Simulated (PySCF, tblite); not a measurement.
**C4H11NSi: geometry, infrared bands and NMR shifts**

Wanted: the infrared bands and NMR shifts of C4H11NSi (`CCC/C=N/[SiH3]`), by calculation.

The runs use tblite 0.8.0 and PySCF 2.14.0, with density-fitted response routines of our own; the level of theory stands in each step. All values are computed, except where a source is named. Atoms are numbered from 0 throughout.

### 1 The molecule as given

17 atoms, charge 0, multiplicity 1; geometry from: force field or distance geometry start.

Bonds of the start (Å): C0–C1 1.53, C1–C2 1.52, C2–C3 1.52, C3–N4 1.30, N4–Si5 1.74, C0–H6 1.10, C0–H7 1.10, C0–H8 1.10, C1–H9 1.08, C1–H10 1.10, C2–H11 1.09, C2–H12 1.09, C3–H13 1.10, Si5–H14 1.48, Si5–H15 1.49, Si5–H16 1.48.

### 2 Geometry optimisation with GFN2-xTB

The job: settings as JSON, then the geometry in Å.

```
{"job": {"kind": "relax", "xc": "GFN2-xTB", "basis": "xTB"}, "charge": 0, "multiplicity": 1}
C      1.959700     0.673700     0.767800
C      1.752200     0.162200    -0.658800
C      0.700300    -0.933600    -0.731000
C     -0.689000    -0.346000    -0.539300
N     -1.392900    -0.713200     0.496000
Si    -2.967800     0.018600     0.627600
H      1.043200     1.158200     1.142800
H      2.761400     1.423700     0.795300
H      2.226700    -0.139400     1.451400
H      1.494800     0.995100    -1.302100
H      2.706600    -0.253400    -1.007100
H      0.876600    -1.728100    -0.003500
H      0.702000    -1.373700    -1.725200
H     -1.022200     0.373200    -1.298000
H     -3.737500    -0.302100    -0.589700
H     -2.782300     1.489400     0.718000
H     -3.638800    -0.492400     1.845700
```

Launch:

```bash
OMP_NUM_THREADS=1 python probes_run.py task.json out
```

One launch serves the whole session: the jobs run in the order shown.

**Question.** This job is followed by: GFN2-xTB harmonic vibrations, gas phase; GIAO PBE0/pcSseg-1 NMR shielding, non-relativistic, gas phase. Predict these results of the whole session: strongest single infrared mode (GFN2-xTB); zero-point energy (GFN2-xTB); ¹³C shifts against TMS (PBE0/pcSseg-1); ¹H shifts against TMS (PBE0/pcSseg-1, means over atoms taken as alike); ¹⁵N shifts against NH3 (PBE0/pcSseg-1); ²⁹Si shifts against TMS (PBE0/pcSseg-1).

As calculated:

```
                                                              quantity                             value
                             strongest single infrared mode (GFN2-xTB)             2189 cm⁻¹, 391 km/mol
                                          zero-point energy (GFN2-xTB)                     86.1 kcal/mol
                                ¹³C shifts against TMS (PBE0/pcSseg-1)       185.1, 48.7, 22.6, 15.9 ppm
¹H shifts against TMS (PBE0/pcSseg-1, means over atoms taken as alike)  8.65, 4.96, 2.39, 1.72, 0.94 ppm
                                ¹⁵N shifts against NH3 (PBE0/pcSseg-1)                         376.4 ppm
                               ²⁹Si shifts against TMS (PBE0/pcSseg-1)                         -61.4 ppm
```

Over 136 steps the energy fell by 0.328 eV; of the close pairs, C3–N4 changed most, 1.305 to 1.250 Å. No mode is imaginary among the 45: a minimum at this level. The strongest single mode, at 2189 cm⁻¹, moves mainly H15. Unscaled tight-binding wavenumbers are off by several per cent, some by more. Its intensities can rank the bands wrongly. At PBE0/pcSseg-1: The widest tensor belongs to N4: span 722 ppm, with a paramagnetic part of -436 ppm.
